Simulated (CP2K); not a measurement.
# C6H12Cl4Si4 (SMILES Cl[Si@]12C[Si@]3(Cl)C[Si@](Cl)(C1)C[Si@](Cl)(C2)C3): a first try and a second

Aim: energy and gradient of C6H12Cl4Si4 at IPEA1-xTB.

Program for the calculation: CP2K 2026.2.

2 further runs of the same task are left out: 2 set aside as unsound or not needed.

## Step 1: The molecule

C6H12Cl4Si4: 26 atoms, total charge 0, spin state singlet. SMILES: `Cl[Si@]12C[Si@]3(Cl)C[Si@](Cl)(C1)C[Si@](Cl)(C2)C3`. The shape is that of a GFN2-xTB optimisation. This is one conformer, not always the lowest.

Some bond lengths: Cl1–Si2 2.037 Å, Si2–C3 1.902 Å, C3–Si4 1.902 Å, Si4–Cl5 2.037 Å, Si4–C6 1.902 Å, C6–Si7 1.902 Å, Si7–Cl8 2.037 Å, Si2–C9 1.902 Å, Si7–C9 1.902 Å, Si7–C10 1.902 Å, C10–Si11 1.902 Å, Si11–Cl12 2.037 Å, Si2–C13 1.902 Å, Si11–C13 1.902 Å, Si4–C14 1.902 Å, Si11–C14 1.902 Å. Some angles: Cl1–Si2–C3 110.4°, Cl1–Si2–C9 110.4°, Cl1–Si2–C13 110.3°, C3–Si2–C9 108.5°, C3–Si2–C13 108.6°, C9–Si2–C13 108.6°, Si2–C3–Si4 111.3°, C3–Si4–Cl5 110.4°, C3–Si4–C6 108.6°, C3–Si4–C14 108.6°.

## Step 2: First attempt

The input, qs.inp:

```
&GLOBAL
   PROJECT_NAME qs
   RUN_TYPE ENERGY_FORCE
   PRINT_LEVEL MEDIUM
&END GLOBAL

&FORCE_EVAL
   METHOD Quickstep
   &DFT
      &QUICKSTEP
         METHOD XTB
         EPS_DEFAULT 1.0E-10
         &XTB
            GFN_TYPE TBLITE
            &TBLITE
               METHOD IPEA1
            &END TBLITE
            CHECK_ATOMIC_CHARGES F
         &END XTB
      &END QS
      &POISSON
         PERIODIC NONE
         POISSON_SOLVER ANALYTIC
      &END POISSON
      &SCF
         SCF_GUESS ATOMIC
         EPS_SCF 1.0E-07
         MAX_SCF 150
         ADDED_MOS 4
         &DIAGONALIZATION
            ALGORITHM STANDARD
         &END DIAGONALIZATION
         &MIXING
            METHOD DIRECT_P_MIXING
            ALPHA 0.4
         &END MIXING
         &SMEAR ON
            METHOD FERMI_DIRAC
            ELECTRONIC_TEMPERATURE [K] 300
         &END SMEAR
      &END SCF
      &PRINT
         &MOMENTS
            PERIODIC F
            REFERENCE COM
            MAX_MOMENT 1
         &END MOMENTS
         &MO ON
            ENERGIES T
            OCCUPATION_NUMBERS T
            NDIGITS 6
            &EACH
               QS_SCF 0
            &END EACH
            ADD_LAST NUMERIC
         &END MO
         &HIRSHFELD OFF
         &END HIRSHFELD
      &END PRINT
   &END DFT
   &SUBSYS
      &CELL
         ABC 16.3 16.3 16.4
         PERIODIC NONE
      &END CELL
      &COORD
         Cl    -3.958350     0.104350     0.009330
         Si    -1.922420     0.050410     0.004260
         C     -1.217650     1.720010    -0.573960
         Si     0.684520     1.698540    -0.586800
         Cl     1.409200     3.497440    -1.208930
         C      1.266940     0.311990    -1.751750
         Si     0.602260    -1.381130    -1.194740
         Cl     1.239530    -2.844260    -2.460270
         C     -1.298580    -1.308930    -1.171240
         C      1.218140    -1.720050     0.572930
         Si     0.635310    -0.367820     1.777430
         Cl     1.308570    -0.757280     3.659720
         C     -1.265970    -0.312810     1.752480
         C      1.297410     1.309620     1.171540
         H     -1.591910     1.954950    -1.568760
         H     -1.574370     2.517640     0.075150
         H      0.940640     0.521650    -2.768830
         H      2.354740     0.289490    -1.785690
         H     -1.674800    -1.129820    -2.176870
         H     -1.701880    -2.273770    -0.869010
         H      2.305040    -1.779710     0.581360
         H      0.863020    -2.692720     0.908640
         H     -1.623920     0.444610     2.447490
         H     -1.668150    -1.259180     2.109540
         H      0.986940     2.098240     1.854580
         H      2.385750     1.308560     1.192410
      &END COORD
      &TOPOLOGY
         &CENTER_COORDINATES
         &END CENTER_COORDINATES
      &END TOPOLOGY
   &END SUBSYS
   &PRINT
      &FORCES ON
      &END FORCES
   &END PRINT
&END FORCE_EVAL
```

Run with:

```
$ OMP_NUM_THREADS=1 cp2k.psmp qs.inp > qs.out
```

The log of the run:

```text
Possible matches for unknown subsection

 QUICKSTEP

   keyword UKS in section %__ROOT__%FORCE_EVAL%DFT score:  104
   keyword MULTIP in section %__ROOT__%FORCE_EVAL%DFT score:  104
   keyword ROKS in section %__ROOT__%FORCE_EVAL%DFT score:  103
   enum MULLIKEN in section %__ROOT__%FORCE_EVAL%DFT for keyword PLUS_U_METHOD score:  103
   keyword SUBCELLS in section %__ROOT__%FORCE_EVAL%DFT score:  103

 *******************************************************************************
 *   ___                                                                       *
 *  /   \                                                                      *
 * [ABORT]                                                                     *
 *  \___/               unknown subsection QUICKSTEP of section DFT            *
 *    |                                                                        *
 *  O/|                                                                        *
 * /| |                                                                        *
 * / \                                               input/input_parsing.F:192 *
 *******************************************************************************

 ===== Routine Calling Stack =====

            4 section_vals_parse
            3 section_vals_parse
            2 section_vals_parse
            1 read_input
```

Wall time 1.2 s (1 thread of Intel Xeon Platinum 8259CL at 2.50GHz (Skylake/Cascade Lake), shared host); peak memory 0.16 GiB.

## Step 3: What went wrong

The input was rejected.

The telling line is `\___/               unknown subsection QUICKSTEP of section DFT`. What is wrong: unknown section.

## Step 4: The mended input

The input, calc.inp:

```
&GLOBAL
  PROJECT calc
  RUN_TYPE ENERGY_FORCE
  PRINT_LEVEL MEDIUM
&END GLOBAL

&FORCE_EVAL
  METHOD QUICKSTEP
  &DFT
    CHARGE 0
    MULTIPLICITY 1
    &QS
      METHOD XTB
      EPS_DEFAULT 1.0E-10
      &XTB
        GFN_TYPE TBLITE
        &TBLITE
          METHOD IPEA1
        &END TBLITE
        CHECK_ATOMIC_CHARGES F
      &END XTB
    &END QS
    &POISSON
      PERIODIC NONE
      POISSON_SOLVER ANALYTIC
    &END POISSON
    &SCF
      SCF_GUESS ATOMIC
      EPS_SCF 1.0E-07
      MAX_SCF 150
      ADDED_MOS 4
      &DIAGONALIZATION
        ALGORITHM STANDARD
      &END DIAGONALIZATION
      &MIXING
        METHOD DIRECT_P_MIXING
        ALPHA 0.4
      &END MIXING
      &SMEAR ON
        METHOD FERMI_DIRAC
        ELECTRONIC_TEMPERATURE [K] 300
      &END SMEAR
    &END SCF
    &PRINT
      &MOMENTS
        PERIODIC F
        REFERENCE COM
        MAX_MOMENT 1
      &END MOMENTS
      &MO ON
        ENERGIES T
        OCCUPATION_NUMBERS T
        NDIGITS 6
        &EACH
          QS_SCF 0
        &END EACH
        ADD_LAST NUMERIC
      &END MO
      &HIRSHFELD OFF
      &END HIRSHFELD
    &END PRINT
  &END DFT
  &SUBSYS
    &CELL
      ABC [angstrom] 16.3 16.3 16.4
      PERIODIC NONE
    &END CELL
    &COORD
      Cl    -3.958350     0.104350     0.009330
      Si    -1.922420     0.050410     0.004260
      C     -1.217650     1.720010    -0.573960
      Si     0.684520     1.698540    -0.586800
      Cl     1.409200     3.497440    -1.208930
      C      1.266940     0.311990    -1.751750
      Si     0.602260    -1.381130    -1.194740
      Cl     1.239530    -2.844260    -2.460270
      C     -1.298580    -1.308930    -1.171240
      C      1.218140    -1.720050     0.572930
      Si     0.635310    -0.367820     1.777430
      Cl     1.308570    -0.757280     3.659720
      C     -1.265970    -0.312810     1.752480
      C      1.297410     1.309620     1.171540
      H     -1.591910     1.954950    -1.568760
      H     -1.574370     2.517640     0.075150
      H      0.940640     0.521650    -2.768830
      H      2.354740     0.289490    -1.785690
      H     -1.674800    -1.129820    -2.176870
      H     -1.701880    -2.273770    -0.869010
      H      2.305040    -1.779710     0.581360
      H      0.863020    -2.692720     0.908640
      H     -1.623920     0.444610     2.447490
      H     -1.668150    -1.259180     2.109540
      H      0.986940     2.098240     1.854580
      H      2.385750     1.308560     1.192410
    &END COORD
    &TOPOLOGY
      &CENTER_COORDINATES
      &END CENTER_COORDINATES
    &END TOPOLOGY
  &END SUBSYS
  &PRINT
    &FORCES ON
    &END FORCES
  &END PRINT
&END FORCE_EVAL
```

Run with:

```
$ OMP_NUM_THREADS=1 cp2k.psmp calc.inp > calc.out
```

The log of the run:

```text
CP2K| version string:                                       CP2K version 2026.2
[...]
 GLOBAL| Method name                                                        CP2K
[...]
 GLOBAL| Run type                                                   ENERGY_FORCE
[...]
                             - Atoms:                                         26
[...]
                             - Spherical basis functions:                    126
[...]
 Number of electrons:                                                         80
[...]
  *** SCF run converged in    14 steps ***
[...]
  Fermi energy:                                                -0.22261365810290
[...]
 TB_DIPOLE| Moment [Debye]         -0.00048659       0.00004819       0.00121807
 TB_DIPOLE| Derivative [a.u.]       0.00000000       0.00000000       0.00000000
[...]
 ENERGY| Total FORCE_EVAL ( QS ) energy [hartree]            -46.718460966392797
 FORCES| Atomic forces [hartree/bohr]
 FORCES|   Atom     x               y               z               |f|
 FORCES|      1  1.94156752E-02 -5.22310088E-04 -5.84431390E-05   1.94227873E-02
 FORCES|      2 -2.32886001E-02  5.98033997E-04  9.13473228E-05   2.32964564E-02
 FORCES|      3  6.71449069E-03 -9.43839333E-03  3.16343727E-03   1.20072890E-02
 FORCES|      4  8.28217489E-03  2.05854356E-02 -7.14144893E-03   2.33099736E-02
 FORCES|      5 -6.91688506E-03 -1.71800121E-02  5.95686593E-03   1.94545719E-02
 FORCES|      6 -6.99363912E-03 -1.71218562E-03  9.59457849E-03   1.19957703E-02
 FORCES|      7  7.32125623E-03 -1.67605741E-02 -1.44845044E-02   2.33306345E-02
 FORCES|      8 -6.07851943E-03  1.39832083E-02  1.20942809E-02   1.94615042E-02
 FORCES|      9  7.13627530E-03  7.19528256E-03  6.45443540E-03   1.20149179E-02
 FORCES|     10 -6.72108003E-03  9.43678044E-03 -3.11822265E-03   1.19978771E-02
 FORCES|     11  7.77669495E-03 -4.40560833E-03  2.15011859E-02   2.32849171E-02
 FORCES|     12 -6.42496156E-03  3.71289407E-03 -1.79580288E-02   1.94308134E-02
 FORCES|     13  6.94689621E-03  1.74196946E-03 -9.64673027E-03   1.20147089E-02
[...]
```

It took 1.4 s on 1 thread of Intel Xeon Platinum 8259CL at 2.50GHz (Skylake/Cascade Lake), shared host; peak memory 0.2 GiB.

## Step 5: Summary of results

At IPEA1-xTB:

| quantity | value |
| --- | --- |
| total energy | -46.71846 Eh |
| dipole moment (from atomic charges alone) | 0.00 D |
| HOMO energy | -11.15 eV |
| LUMO energy | -5.20 eV |
| HOMO–LUMO gap | 5.95 eV |
| dispersion energy | -64.50 kJ/mol |
| largest force on an atom | 1.200 eV/Å |

What this shows: The largest force is 1.20 eV/Å: the shape isn't a stationary point for this species at this level.
